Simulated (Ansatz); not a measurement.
Task: a comparison of dispersion corrections of CHFNSi, SMILES N#C[SiH]F, with the Python package of Ansatz (0.2.0). Give the script and its output. Use (for the species named): revPBE, def2-SVP basis, multiplicity 2, D3BJ dispersion.

```yaml
atoms:
  - { symbol: N, position_ang: [1.3948, -1.2211, 1.4515] }
  - { symbol: C, position_ang: [0.7434, -0.6139, 0.6190] }
  - { symbol: Si, position_ang: [-0.2082, 0.3121, -0.7343] }
  - { symbol: F, position_ang: [-1.5635, -0.3058, -0.9373] }
  - { symbol: H, position_ang: [-0.3166, 1.7551, -0.4403] }
```

`disp.py`:
```python
# -*- coding: utf-8 -*-
import warnings

import ansatz

SETTINGS = {
    "basis": "def2-SVP",
}


def main():
    warnings.simplefilter("ignore", ansatz.DeckWarning)

    geometry_ang = [
        ("N", [1.3948, -1.2211, 1.4515]),
        ("C", [0.7434, -0.6139, 0.619]),
        ("Si", [-0.2082, 0.3121, -0.7343]),
        ("F", [-1.5635, -0.3058, -0.9373]),
        ("H", [-0.3166, 1.7551, -0.4403]),
    ]
    mol = ansatz.Crystal.molecule()
    for symbol, xyz in geometry_ang:
        mol = mol.atom(symbol, xyz)

    model = (
        mol.calculation()
        .basis(gaussian=SETTINGS["basis"])
        .spin("collinear", total=1)
    )
    for name in ["revpbe", "b3lyp"]:
        for correction in ("d3bj", "d4"):
            r = model.functional(name, dispersion=correction).run(threads=1, pin="off").report
            print(f"{name:8s} {correction:5s} total {r['free_energy_ev']:.5f} eV, of which dispersion {1000 * r['dispersion']['energy']['ev']:.2f} meV")


if __name__ == "__main__":
    main()
```

`python disp.py` gives:
```text
revpbe   d3bj  total -13127.14185 eV, of which dispersion -224.62 meV
revpbe   d4    total -13127.19353 eV, of which dispersion -276.29 meV
b3lyp    d3bj  total -13130.69243 eV, of which dispersion -167.65 meV
b3lyp    d4    total -13130.67338 eV, of which dispersion -148.59 meV
```

What to keep in mind:
- The settings weren't tested for convergence.
- The geometry is a force-field or estimated start, not a minimum of this method, and the basis set is short of its limit. D4 holds the three-body term, and d3bj doesn't.
- The species is open-shell (spin multiplicity 2).
- b3lyp holds the VWN-RPA fit, as in Gaussian; the form of ORCA and Turbomole is b3lyp5.
- Hardware and time: 9 s on 1 thread of Arm Neoverse V1, with other jobs on the host, peak memory 0.21 GiB.

(A comment or docstring line of the script was reworded after the run, the code is as it ran; lines on the test bed's own set-up are left out of the output.)
